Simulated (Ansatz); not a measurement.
# B2PLYP/def2-SVP run of CH3BCl2O (SMILES COB(Cl)Cl)

Aim: the vertical ionisation energy of CH3BCl2O at B2PLYP/def2-SVP, from 2 runs. 

The results are computed with Ansatz 0.2.0.

108 further runs of the same task are left out: 108 set aside as unsound or not needed.

## 1. The molecule

CH3BCl2O has 8 atoms, charge 0, and is taken as a singlet. As SMILES, `COB(Cl)Cl`. The shape is that of a PBE0-D4/def2-TZVP optimisation.

Bond lengths: C1–O2 1.417 Å, O2–B3 1.331 Å, B3–Cl4 1.752 Å, B3–Cl5 1.763 Å, C1–H6 1.090 Å, C1–H7 1.091 Å, C1–H8 1.091 Å. Angles: C1–O2–B3 126.0°, O2–B3–Cl4 118.1°, O2–B3–Cl5 123.2°, Cl4–B3–Cl5 118.7°, O2–C1–H6 107.8°, O2–C1–H7 111.7°, O2–C1–H8 108.7°, H6–C1–H7 109.9°, H6–C1–H8 109.2°, H7–C1–H8 109.6°.

## 2. A single-point energy at B2PLYP/def2-SVP

run.yaml

```yaml
basis:
  gaussian: {orbitals: def2-SVP}
crystal:
  periodic: [false, false, false]
  atoms:
    - symbol: C
      position_ang: [-0.173000, -0.644100, 0.940400]
    - symbol: O
      position_ang: [0.000100, -0.547100, -0.462300]
    - symbol: B
      position_ang: [0.213000, 0.573500, -1.147500]
    - symbol: Cl
      position_ang: [0.382900, 0.455700, -2.887600]
    - symbol: Cl
      position_ang: [0.331800, 2.160700, -0.389600]
    - symbol: H
      position_ang: [0.452100, -1.462400, 1.297300]
    - symbol: H
      position_ang: [0.104200, 0.282000, 1.445200]
    - symbol: H
      position_ang: [-1.218800, -0.875400, 1.148200]
output: {orbitals: {seedname: orbitals}}
hamiltonian: {xc: {name: B2PLYP}}
accuracy: high
correlation: {frozen_orbitals: {B: 1, C: 1, Cl: 5, H: 0, O: 1}}
```

On the command line:

```
$ ansatz run run.yaml --threads 1 --pin off --max-ram 3480MiB --events-out events.jsonl --progress --plain --runs-dir runs
```

What it wrote:

```text
Warning: RAYON_NUM_THREADS=1 ignored (pool sized by the plan → 1); use --threads N
Functional definition: B2PLYP
  name "B2PLYP"
  parameter a = 0.53
  parameter c = 0.27
  exchange = (1 - a)*b88_x + a*exact_x
  correlation = (1 - c)*lyp_c + c*(mp2_os + mp2_ss)
2081 factors; integrals over basis functions are off by at most 5.6e-9 eV
mean field evaluation 1: about -28826.8436 eV, gradient 3.3e1 eV
mean field evaluation 2: about -28827.2836 eV, gradient 3.4e1 eV
mean field evaluation 4: about -28829.5244 eV, gradient 3.9e0 eV
mean field evaluation 8: about -28829.5622 eV, gradient 3.0e-1 eV
mean field evaluation 16: about -28829.5624 eV, gradient 2.8e-5 eV
mean field -28829.56239067 eV, -1059.4668764777 hartree, gradient 9.3e-8 eV, S^2 0.000000; 0 other end points of the search recorded, 0 dependent functions left out
13 core orbitals not correlated: weight in the atoms' cores, before any rotation towards them, 1.000 or more for the frozen orbitals, at most 0.000 for the correlated occupied ones
reference -28829.56241382 eV, -1059.4668773287 hartree; 15, 15 occupied and 65, 65 virtual orbitals, 2081 factors
second order -22.29471076 eV of doubles, -0.00000000 eV of singles
Total energy: -28835.58198573 eV, -1059.6880925161 hartree
```

It took 14 s on 1 thread of Arm Neoverse V1, shared host; peak memory 0.33 GiB.

## 3. The doublet cation at the same level

job.yaml

```yaml
crystal:
  periodic: [false, false, false]
  atoms:
    - {symbol: C, position_ang: [-0.173000, -0.644100, 0.940400]}
    - {symbol: O, position_ang: [0.000100, -0.547100, -0.462300]}
    - {symbol: B, position_ang: [0.213000, 0.573500, -1.147500]}
    - {symbol: Cl, position_ang: [0.382900, 0.455700, -2.887600]}
    - {symbol: Cl, position_ang: [0.331800, 2.160700, -0.389600]}
    - {symbol: H, position_ang: [0.452100, -1.462400, 1.297300]}
    - {symbol: H, position_ang: [0.104200, 0.282000, 1.445200]}
    - {symbol: H, position_ang: [-1.218800, -0.875400, 1.148200]}
basis:
  gaussian: {orbitals: def2-SVP}
total_charge: 1
magnetization: {spin_polarized: true, initial_magnetization: 1}
hamiltonian: {xc: {name: B2PLYP}}
correlation: {frozen_orbitals: {B: 1, C: 1, Cl: 5, H: 0, O: 1}}
accuracy: high
output: {orbitals: {seedname: orbitals}}
```

On the command line:

```
$ ansatz run job.yaml --threads 1 --pin off --max-ram 3480MiB --events-out events.jsonl --progress --plain --runs-dir runs
```

What it wrote:

```text
Warning: RAYON_NUM_THREADS=1 ignored (pool sized by the plan → 1); use --threads N
[... 6 set-up lines as earlier in the session ...]
2083 factors; integrals over basis functions are off by at most 5.6e-9 eV
mean field evaluation 1: about -28812.2543 eV, gradient 3.8e1 eV
mean field evaluation 2: about -28812.3351 eV, gradient 3.8e1 eV
mean field evaluation 4: about -28817.7878 eV, gradient 1.2e1 eV
mean field evaluation 8: about -28818.4171 eV, gradient 5.5e-1 eV
mean field evaluation 16: about -28818.4204 eV, gradient 2.5e-2 eV
mean field evaluation 32: about -28818.4205 eV, gradient 1.7e-4 eV
mean field evaluation 64: about -28818.4188 eV, gradient 7.6e-2 eV
mean field evaluation 96: about -28818.2813 eV, gradient 3.3e-1 eV
mean field -28818.42047791 eV, -1059.0574187363 hartree, gradient 8.1e-8 eV, S^2 0.759809; 8 other end points of the search recorded, 0 dependent functions left out
13 core orbitals not correlated: weight in the atoms' cores, before any rotation towards them, 1.000 or more for the frozen orbitals, at most 0.000 for the correlated occupied ones
reference -28818.42050107 eV, -1059.0574195874 hartree; 15, 14 occupied and 65, 66 virtual orbitals, 2083 factors
second order -22.42259655 eV of doubles, -0.00000000 eV of singles
Total energy: -28824.47460214 eV, -1059.2799036981 hartree
```

Wall time 82 s (1 thread of Arm Neoverse V1, shared host); peak memory 0.53 GiB.

## 4. Outcome

Level: B2PLYP/def2-SVP, 13 core orbitals frozen.

| quantity | value |
| --- | --- |
| singlet CH3BCl2O: total energy | -1059.68809 Eh |
| singlet CH3BCl2O: HOMO energy (SCF part's orbitals) | -9.90 eV |
| singlet CH3BCl2O: LUMO energy (SCF part's orbitals) | 1.66 eV |
| singlet CH3BCl2O: HOMO–LUMO gap (SCF part's orbitals) | 11.55 eV |
| doublet cation: total energy | -1059.27990 Eh |
| doublet cation: HOMO energy (SCF part's orbitals) (highest over α and β) | -15.91 eV |
| doublet cation: LUMO energy (SCF part's orbitals) (lowest over α and β) | -12.38 eV |
| doublet cation: ⟨S²⟩ | 0.760 |
| vertical ionisation energy (to the doublet cation) | 11.107 eV |

**Reading.** Removing an electron at fixed nuclei costs 11.11 eV (1072 kJ/mol). The negative HOMO energy of the first species, 9.90 eV, lies 1.21 eV below that difference.
